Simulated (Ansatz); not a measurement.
# TiO2: how energies converge with the basis set

Aim: see how fast density functionals converge with the basis set for TiO2.

Computed with Ansatz 0.2.0, Gaussian basis. Level: one geometry, several basis sets.

The runs, in order: PBE0-D4/def2-SVP; ωB97M-V/def2-SVP; PBE0-D4/def2-QZVPP; ωB97M-V/def2-QZVPP; the functionals' def2-TZVPP values are taken from earlier runs.

## (1) Structure used throughout

An earlier PBE0-D4/def2-TZVP relaxation fixed the geometry.

SMILES `[O]=[Ti]=[O]`, 3 atoms, charge 0, spin multiplicity 1.

Atoms are counted from 1 here; the program's logs count them from 0.

Bond lengths: O1–Ti2 1.628 Å, Ti2–O3 1.628 Å. Angles: O1–Ti2–O3 111.8°.

Coordinates:

```
O     0.9210    0.9288    0.4446
Ti    0.1350   -0.4920    0.3316
O    -1.0561   -0.4368   -0.7762
```

## (2) PBE0-D4 in def2-SVP

File in.yaml:

```yaml
crystal:
  periodic: [false, false, false]
  atoms:
    - {symbol: O, position_ang: [0.921040, 0.928763, 0.444583]}
    - {symbol: Ti, position_ang: [0.135007, -0.491960, 0.331645]}
    - {symbol: O, position_ang: [-1.056057, -0.436813, -0.776228]}
basis:
  gaussian: {orbitals: def2-SVP}
hamiltonian: {xc: pbe0, dispersion: d4}
output: {orbitals: {seedname: orbitals}}
```

Launch:

```console
ansatz run in.yaml --threads 2 --pin off --events-out ev --progress --plain --max-ram 32768MiB --backend cpu
```

After this run come: ωB97M-V in def2-SVP; PBE0-D4 in def2-QZVPP; ωB97M-V in def2-QZVPP.

Q: Predict the results of all the runs planned. Wanted: PBE0-D4: double and triple zeta above quadruple; ωB97M-V: double and triple zeta above quadruple.

The runs gave:

| quantity | value |
| --- | --- |
| PBE0-D4: double and triple zeta above quadruple | 8.79, 0.66 eV |
| ωB97M-V: double and triple zeta above quadruple | 8.86, 0.62 eV |

What this shows: For PBE0-D4 the step from double to triple zeta gains 8.14 eV and the next only 0.66 eV. Total energies overstate the basis error of differences, where much of it tends to cancel.
